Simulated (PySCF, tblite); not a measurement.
# C₈H₁₂: a rotation path, then NMR shifts on frames, part 1 of 2

How do NMR shifts of C₈H₁₂ (`C=CC[C@@]12CC[C@@H]1C2`) change as the atoms move?

Computed with tblite 0.8.0 and PySCF 2.14.0, with density-fitted response routines of our own, on a single molecule in the gas phase. Atoms count from 0, in the outputs and in this text.

## (1) The molecule as given

20 atoms, charge 0, multiplicity 1; geometry from: GFN2-xTB.

Bonds of the start (Å): C0–C1 1.32, C1–C2 1.50, C2–C3 1.50, C3–C4 1.53, C4–C5 1.54, C5–C6 1.52, C6–C7 1.50, C6–C3 1.51, C7–C3 1.50, C0–H8 1.08, C0–H9 1.08, C1–H10 1.08, C2–H11 1.09, C2–H12 1.09, C4–H13 1.09, C4–H14 1.09, C5–H15 1.09, C5–H16 1.09, C6–H17 1.08, C7–H18 1.08, C7–H19 1.08.

## (2) The rotation path with GFN2-xTB

Job settings and geometry (Å):

```
{"job": {"kind": "neb", "xc": "GFN2-xTB", "basis": "xTB", "atoms": [1, 2, 3, 6], "turn": 120}, "charge": 0, "multiplicity": 1}
C      3.053515     0.636726     0.058794
C      2.109215    -0.265601     0.242773
C      0.997277    -0.539195    -0.722705
C     -0.332579    -0.248792    -0.081533
C     -0.856720     1.158497     0.197994
C     -2.277902     0.683813    -0.173388
C     -1.727329    -0.711443    -0.433531
C     -1.054462    -1.211991     0.810313
H      3.095977     1.237322    -0.835310
H      3.828152     0.811499     0.785686
H      2.080459    -0.854744     1.150079
H      1.119875     0.075098    -1.618594
H      1.022954    -1.591372    -1.022020
H     -0.719819     1.510810     1.220328
H     -0.463415     1.905754    -0.487753
H     -3.022563     0.746545     0.620573
H     -2.668427     1.167319    -1.066179
H     -2.064980    -1.372303    -1.215194
H     -0.711246    -2.236205     0.788620
H     -1.413132    -0.891057     1.778011
```

Method: GFN2-xTB climbing-image nudged elastic band, gas phase.

Command:

```console
$ OMP_NUM_THREADS=1 python probes_run.py task.json out
```

One launch serves the whole session: the jobs run in the order shown.

Log:

```text
image   E - E0 / eV
  0       0.0000
  1       0.0131
  2       0.0470
  3       0.0873
  4       0.1081
  5       0.0962
  6       0.0641
  7       0.0340
  8       0.0202
```

It took 5.3 s on 1 thread of Intel Xeon Platinum 8259CL at 2.50GHz, shared host; peak memory 0.19 GiB.

The final band, with the dihedral C1–C2–C3–C6:

| image | dihedral (°) | energy (eV) | energy (kcal/mol) |
| --- | --- | --- | --- |
| 0 | -160 | 0.000 | 0.0 |
| 1 | -144 | 0.013 | 0.3 |
| 2 | -129 | 0.047 | 1.1 |
| 3 | -114 | 0.087 | 2.0 |
| 4 | -99 | 0.108 | 2.5 |
| 5 | -84 | 0.096 | 2.2 |
| 6 | -69 | 0.064 | 1.5 |
| 7 | -54 | 0.034 | 0.8 |
| 8 | -39 | 0.020 | 0.5 |

## (3) Shielding tensors: image 0, PBE0/pcSseg-1

Job settings and geometry (Å):

```
{"job": {"kind": "nmr", "xc": "PBE0", "basis": "pcSseg-1", "pop": false}, "charge": 0, "multiplicity": 1}
C      3.053500     0.636700     0.058800
C      2.109200    -0.265600     0.242800
C      0.997300    -0.539200    -0.722700
C     -0.332600    -0.248800    -0.081500
C     -0.856700     1.158500     0.198000
C     -2.277900     0.683800    -0.173400
C     -1.727300    -0.711400    -0.433500
C     -1.054500    -1.212000     0.810300
H      3.096000     1.237300    -0.835300
H      3.828200     0.811500     0.785700
H      2.080500    -0.854700     1.150100
H      1.119900     0.075100    -1.618600
H      1.023000    -1.591400    -1.022000
H     -0.719800     1.510800     1.220300
H     -0.463400     1.905800    -0.487800
H     -3.022600     0.746500     0.620600
H     -2.668400     1.167300    -1.066200
H     -2.065000    -1.372300    -1.215200
H     -0.711200    -2.236200     0.788600
H     -1.413100    -0.891100     1.778000
```

Method: GIAO PBE0/pcSseg-1 NMR shielding, non-relativistic, gas phase.

Log:

```text
coarse grid: 16128 points
cycle   1  E = -311.4701059301  dE =  1.212e+00  |g| = 4.239e-01  |ddm| = 4.012e+00
cycle   2  E = -311.4660422906  dE =  4.064e-03  |g| = 4.614e-01  |ddm| = 8.660e-01
cycle   3  E = -311.5217175150  dE = -5.568e-02  |g| = 4.525e-02  |ddm| = 4.937e-01
cycle   4  E = -311.5220252910  dE = -3.078e-04  |g| = 2.470e-02  |ddm| = 6.954e-02
cycle   5  E = -311.5221655841  dE = -1.403e-04  |g| = 5.285e-03  |ddm| = 2.670e-02
cycle   6  E = -311.5221712661  dE = -5.682e-06  |g| = 2.203e-03  |ddm| = 6.912e-03
final grid: 154128 points
cycle   7  E = -311.5719878840  dE = -4.820e-05  |g| = 9.495e-03  |ddm| = 4.013e-02
cycle   8  E = -311.5719771707  dE =  1.071e-05  |g| = 1.170e-02  |ddm| = 2.045e-02
cycle   9  E = -311.5720112606  dE = -3.409e-05  |g| = 1.174e-03  |ddm| = 1.144e-02
cycle  10  E = -311.5720115824  dE = -3.218e-07  |g| = 3.134e-04  |ddm| = 1.238e-03
cycle  11  E = -311.5720116037  dE = -2.131e-08  |g| = 1.254e-04  |ddm| = 3.659e-04
cycle  12  E = -311.5720116074  dE = -3.735e-09  |g| = 2.319e-05  |ddm| = 1.264e-04
cycle  13  E = -311.5720116075  dE = -1.237e-10  |g| = 5.512e-06  |ddm| = 2.931e-05
converged SCF energy = -311.5720116075

GIAO shielding tensors (ppm)
atom      isotropic    diamagn.    paramagn.     s11        s22        s33       span
  0 C       65.840     252.950    -187.110    -46.279     86.926    156.874    203.153
  1 C       41.049     256.113    -215.063    -80.124     47.351    155.921    236.046
  2 C      141.525     242.711    -101.186    130.504    138.872    155.200     24.697
  3 C      159.559     251.457     -91.898    132.128    141.447    205.102     72.974
  4 C      158.655     245.242     -86.587    141.327    159.650    174.990     33.663
  5 C      163.847     252.993     -89.146    152.356    166.015    173.169     20.814
  6 C      166.025     255.480     -89.455    137.997    154.950    205.126     67.129
  7 C      164.413     252.317     -87.904    139.604    150.766    202.870     63.266
  8 H       26.301      31.236      -4.935     22.812     25.477     30.613      7.802
  9 H       26.444      28.540      -2.096     23.374     25.229     30.730      7.355
 10 H       25.536      31.916      -6.380     22.384     24.612     29.612      7.228
 11 H       29.145      31.922      -2.777     24.931     28.801     33.703      8.772
 12 H       29.897      30.765      -0.869     25.776     28.480     35.435      9.659
 13 H       30.230      30.877      -0.647     26.523     27.358     36.808     10.285
 14 H       30.001      31.675      -1.674     26.012     28.520     35.472      9.460
 15 H       30.466      29.886       0.580     26.172     27.112     38.114     11.943
 16 H       29.708      30.969      -1.261     25.745     26.931     36.447     10.701
 17 H       30.227      33.627      -3.400     24.665     27.163     38.854     14.190
 18 H       31.170      32.805      -1.635     26.050     28.049     39.410     13.360
 19 H       31.376      32.234      -0.858     25.944     28.989     39.195     13.251
```

Run time: 59 s. Hardware: 1 thread of Intel Xeon Platinum 8259CL at 2.50GHz, shared host; peak memory 0.87 GiB.

Shifts follow as δ = σ(reference) − σ, with reference shieldings (ppm) from runs at the same level and on the same kind of geometry: 1H TMS 31.72, 13C TMS 186.9. The references are single molecules in the gas phase. Each atom is listed at this fixed geometry, with no averaging over motion; a spectrum would average atoms that exchange fast.

| atoms | environment | σ (ppm) | δ (ppm) |
| --- | --- | --- | --- |
| C1 | alkene CH | 41.0 | 145.9 |
| C0 | terminal =CH2 carbon | 65.8 | 121.1 |
| C2 | allylic sp3 CH2 | 141.5 | 45.4 |
| C4 | sp3 CH2 in a ring | 158.7 | 28.3 |
| C3 | three-membered-ring carbon | 159.6 | 27.4 |
| C5 | sp3 CH2 in a ring | 163.8 | 23.1 |
| C7 | three-membered-ring carbon | 164.4 | 22.5 |
| C6 | three-membered-ring carbon | 166.0 | 20.9 |
| H10 | hydrogen on an alkene CH | 25.54 | 6.18 |
| H8 | hydrogen on a terminal =CH2 carbon | 26.30 | 5.42 |
| H9 | hydrogen on a terminal =CH2 carbon | 26.44 | 5.27 |
| H11 | hydrogen on an allylic sp3 CH2 | 29.14 | 2.57 |
| H16 | hydrogen on an sp3 CH2 in a ring | 29.71 | 2.01 |
| H12 | hydrogen on an allylic sp3 CH2 | 29.90 | 1.82 |
| H14 | hydrogen on an sp3 CH2 in a ring | 30.00 | 1.72 |
| H17 | hydrogen on a three-membered-ring carbon | 30.23 | 1.49 |
| H13 | hydrogen on an sp3 CH2 in a ring | 30.23 | 1.49 |
| H15 | hydrogen on an sp3 CH2 in a ring | 30.47 | 1.25 |
| H18 | hydrogen on a three-membered-ring carbon | 31.17 | 0.55 |
| H19 | hydrogen on a three-membered-ring carbon | 31.38 | 0.34 |

Ring of atoms C3, C4, C5, C6: NICS(0) -7.7, NICS(1) -3.0, NICS(1)zz 1.4 ppm (means of both faces; NICS(1) differs between them: -6.0 and -0.1).

Ring of atoms C3, C6, C7: NICS(0) -43.5, NICS(1) -7.6, NICS(1)zz -20.7 ppm (means of both faces; NICS(1) differs between them: -9.2 and -5.9).

In rings of three or four atoms NICS is ruled by the nearby σ bonds, so it says little on aromaticity.

Orbitals, density, ELF and potential are computed afterwards from the orbital file.

Frontier orbitals at PBE0/pcSseg-1, with the share of their density that lies nearest to each atom:

| orbital | energy (eV) | lies on |
| --- | --- | --- |
| HOMO | -7.13 | C3, C6 about 19 % each; C0, C1 about 14 % each |
| LUMO | 0.51 | C0, C1 about 30 % each; H8, H9, H10 about 9 % each |

ELF in a plane through or near 6 of the atoms.

Ten even steps from ' ' (0.00) to '@' (1.00):
```
                                                        
                                                        
                                                        
                          ..--::                        
                        ::##@@%%..                      
            ......      ++@@@@@@==    ..                
            --++==..    --@@@@@@++==----::              
        ..::**##**==..    ==**::++@@==****==..          
        --****..==**--    ==%%++####==++%%##::          
      ..++##++::**##**==::++**##..==##****==            
        ::++**##%%--==**==**....::==**--..              
          ::==****::**++--++##%%##%%##==                
          ..----++##++..  ::++++==%%%%--..              
            ....::--..      **@@%%**==..                
                          ::@@@@@@**::                  
                          ::@@@@@@**                    
                            **@@%%::                    
                                                        
                                                        
                                                        
```
The map spans 12.9 Å across and 9.8 Å up, centred on the molecule. Atoms in the plane (x, y in Å): C0 (-3.1, 0.5), C1 (-2.1, -0.4), C3 (0.3, -0.2), C4 (0.8, 1.2), C5 (2.2, 0.8), H18 (0.8, -2.3).

On the surface of density 0.002 e/bohr³ the electrostatic potential runs, from the 1st to the 99th percentile, from -0.73 V near C0 to 0.64 V near H18.

## (4) Nuclear shieldings: image 2, PBE0/pcSseg-1

Job settings and geometry (Å):

```
{"job": {"kind": "nmr", "xc": "PBE0", "basis": "pcSseg-1", "pop": false}, "charge": 0, "multiplicity": 1}
C      3.138300     0.349900     0.259100
C      2.101500    -0.456800     0.146400
C      0.985500    -0.291000    -0.839800
C     -0.336300    -0.091300    -0.138000
C     -1.045100     1.257100    -0.011500
C     -2.403200     0.542100    -0.179400
C     -1.670000    -0.786600    -0.295100
C     -0.848300    -0.999600     0.940200
H      3.269800     1.205300    -0.383200
H      3.906300     0.190100     0.996700
H      2.000400    -1.305900     0.809900
H      1.184000     0.566300    -1.486900
H      0.930700    -1.184000    -1.470800
H     -0.888600     1.781300     0.931100
H     -0.815100     1.934800    -0.831700
H     -3.090000     0.616900     0.664600
H     -2.926700     0.829000    -1.088700
H     -1.956900    -1.600300    -0.942000
H     -0.366300    -1.961900     1.032700
H     -1.175200    -0.584700     1.883500
```

With the program's defaults for keys left out, this is: GIAO PBE0/pcSseg-1 NMR shielding, non-relativistic, gas phase.

Log:

```text
coarse grid: 16128 points
cycle   1  E = -311.4660509603  dE =  1.208e+00  |g| = 4.253e-01  |ddm| = 4.014e+00
cycle   2  E = -311.4620185365  dE =  4.032e-03  |g| = 4.626e-01  |ddm| = 8.722e-01
cycle   3  E = -311.5179644682  dE = -5.595e-02  |g| = 4.434e-02  |ddm| = 4.940e-01
cycle   4  E = -311.5182599082  dE = -2.954e-04  |g| = 2.422e-02  |ddm| = 6.902e-02
cycle   5  E = -311.5183955040  dE = -1.356e-04  |g| = 5.010e-03  |ddm| = 2.661e-02
cycle   6  E = -311.5184007063  dE = -5.202e-06  |g| = 1.971e-03  |ddm| = 6.634e-03
final grid: 154128 points
cycle   7  E = -311.5687324986  dE = -5.111e-05  |g| = 9.457e-03  |ddm| = 4.840e-02
cycle   8  E = -311.5687226540  dE =  9.845e-06  |g| = 1.151e-02  |ddm| = 2.062e-02
cycle   9  E = -311.5687557600  dE = -3.311e-05  |g| = 1.065e-03  |ddm| = 1.145e-02
cycle  10  E = -311.5687560177  dE = -2.577e-07  |g| = 3.062e-04  |ddm| = 1.162e-03
cycle  11  E = -311.5687560379  dE = -2.014e-08  |g| = 1.236e-04  |ddm| = 3.566e-04
cycle  12  E = -311.5687560415  dE = -3.661e-09  |g| = 2.452e-05  |ddm| = 1.238e-04
cycle  13  E = -311.5687560417  dE = -1.386e-10  |g| = 5.692e-06  |ddm| = 3.051e-05
converged SCF energy = -311.5687560417

GIAO shielding tensors (ppm)
atom      isotropic    diamagn.    paramagn.     s11        s22        s33       span
  0 C       67.474     252.668    -185.195    -42.080     87.574    156.927    199.007
  1 C       39.481     256.837    -217.356    -82.722     47.860    153.306    236.029
  2 C      143.447     242.382     -98.935    130.256    139.408    160.677     30.421
  3 C      159.981     250.983     -91.002    131.380    141.521    207.042     75.662
  4 C      155.424     245.470     -90.046    135.040    156.460    174.770     39.730
  5 C      163.534     253.322     -89.788    152.261    165.076    173.264     21.003
  6 C      162.186     255.904     -93.718    132.823    154.405    199.330     66.506
  7 C      166.658     251.528     -84.870    144.724    150.756    204.495     59.770
  8 H       26.428      31.195      -4.767     23.103     25.460     30.722      7.619
  9 H       26.541      28.534      -1.993     23.604     25.200     30.819      7.215
 10 H       25.643      32.351      -6.708     22.413     24.220     30.297      7.884
 11 H       29.284      32.149      -2.866     25.269     29.095     33.487      8.218
 12 H       29.582      30.410      -0.828     24.757     28.862     35.127     10.370
 13 H       29.980      30.727      -0.747     26.442     26.955     36.544     10.102
 14 H       29.921      31.358      -1.438     26.203     28.065     35.494      9.292
 15 H       30.455      29.839       0.616     26.108     27.191     38.066     11.958
 16 H       29.680      30.747      -1.067     25.758     26.891     36.392     10.635
 17 H       30.219      33.817      -3.598     24.636     27.512     38.509     13.872
 18 H       31.062      32.898      -1.836     26.170     27.902     39.115     12.945
 19 H       31.469      32.178      -0.709     26.024     29.089     39.293     13.269
```

Wall time 41 s (1 thread of Intel Xeon Platinum 8259CL at 2.50GHz, shared host); peak memory 0.92 GiB.

In short: δ C1 147.4, C0 119.5, C2 43.5, C4 31.5, H10 6.07, H8 5.29 ppm.

## (5) Nuclear shieldings: image 4, PBE0/pcSseg-1

Job settings and geometry (Å):

```
{"job": {"kind": "nmr", "xc": "PBE0", "basis": "pcSseg-1", "pop": false}, "charge": 0, "multiplicity": 1}
C      3.167400     0.032000     0.367300
C      2.077700    -0.608700    -0.007500
C      0.996900    -0.030900    -0.868200
C     -0.329000     0.059300    -0.140300
C     -1.229100     1.296100    -0.179800
C     -2.470200     0.378200    -0.198400
C     -1.550600    -0.833600    -0.158600
C     -0.697300    -0.747500     1.069800
H      3.380000     1.038600     0.046200
H      3.900600    -0.423500     1.011200
H      1.909300    -1.624100     0.326200
H      1.285000     0.971800    -1.192700
H      0.882800    -0.649600    -1.765300
H     -1.138100     1.967300     0.674600
H     -1.115200     1.875600    -1.094000
H     -3.142000     0.471200     0.655900
H     -3.050700     0.458500    -1.114600
H     -1.723100    -1.763000    -0.677800
H     -0.086700    -1.609000     1.291600
H     -1.072800    -0.247900     1.951500
```

Method: GIAO PBE0/pcSseg-1 NMR shielding, non-relativistic, gas phase.

Log:

```text
coarse grid: 16128 points
cycle   1  E = -311.4607217199  dE =  1.208e+00  |g| = 4.265e-01  |ddm| = 4.017e+00
cycle   2  E = -311.4566162479  dE =  4.105e-03  |g| = 4.641e-01  |ddm| = 8.730e-01
cycle   3  E = -311.5128312662  dE = -5.622e-02  |g| = 4.349e-02  |ddm| = 4.924e-01
cycle   4  E = -311.5131159635  dE = -2.847e-04  |g| = 2.367e-02  |ddm| = 6.788e-02
cycle   5  E = -311.5132459866  dE = -1.300e-04  |g| = 4.867e-03  |ddm| = 2.619e-02
cycle   6  E = -311.5132509781  dE = -4.991e-06  |g| = 1.862e-03  |ddm| = 6.308e-03
final grid: 154128 points
cycle   7  E = -311.5651983123  dE = -6.240e-05  |g| = 9.833e-03  |ddm| = 5.500e-02
cycle   8  E = -311.5651886619  dE =  9.650e-06  |g| = 1.178e-02  |ddm| = 2.075e-02
cycle   9  E = -311.5652233902  dE = -3.473e-05  |g| = 1.072e-03  |ddm| = 1.156e-02
cycle  10  E = -311.5652236454  dE = -2.552e-07  |g| = 3.291e-04  |ddm| = 1.229e-03
cycle  11  E = -311.5652236690  dE = -2.357e-08  |g| = 1.281e-04  |ddm| = 3.869e-04
cycle  12  E = -311.5652236729  dE = -3.890e-09  |g| = 3.000e-05  |ddm| = 1.293e-04
cycle  13  E = -311.5652236731  dE = -2.154e-10  |g| = 5.729e-06  |ddm| = 3.454e-05
converged SCF energy = -311.5652236731

GIAO shielding tensors (ppm)
atom      isotropic    diamagn.    paramagn.     s11        s22        s33       span
  0 C       67.818     252.677    -184.860    -40.099     87.125    156.428    196.527
  1 C       40.059     256.888    -216.829    -85.651     46.459    159.368    245.018
  2 C      146.899     243.060     -96.161    129.624    144.428    166.645     37.021
  3 C      160.428     250.802     -90.374    130.113    140.881    210.290     80.177
  4 C      154.993     246.147     -91.154    137.502    151.825    175.651     38.149
  5 C      163.163     253.585     -90.423    151.687    164.736    173.066     21.379
  6 C      162.972     255.255     -92.283    134.681    154.298    199.935     65.254
  7 C      165.440     250.987     -85.547    143.239    150.172    202.909     59.670
  8 H       26.507      31.169      -4.662     23.147     25.583     30.790      7.644
  9 H       26.569      28.517      -1.948     23.650     25.251     30.808      7.158
 10 H       25.875      32.431      -6.556     22.662     24.346     30.618      7.956
 11 H       29.480      32.281      -2.801     25.375     29.275     33.791      8.416
 12 H       29.029      30.148      -1.119     23.918     28.825     34.345     10.427
 13 H       30.009      30.616      -0.608     26.457     26.790     36.779     10.323
 14 H       29.855      31.161      -1.306     26.290     27.951     35.326      9.037
 15 H       30.459      29.908       0.550     26.148     27.187     38.042     11.894
 16 H       29.703      30.689      -0.986     25.785     26.904     36.420     10.636
 17 H       30.230      33.883      -3.652     24.610     27.630     38.451     13.841
 18 H       30.874      33.224      -2.350     25.453     28.474     38.695     13.242
 19 H       31.540      32.236      -0.697     25.917     29.170     39.532     13.615
```

Run time: 42 s. Hardware: 1 thread of Intel Xeon Platinum 8259CL at 2.50GHz, shared host; peak memory 0.9 GiB.

This run: δ C1 146.9, C0 119.1, C2 40.0, C4 31.9, H10 5.84, H8 5.21 ppm.

(Continued in part 2 of 2.)
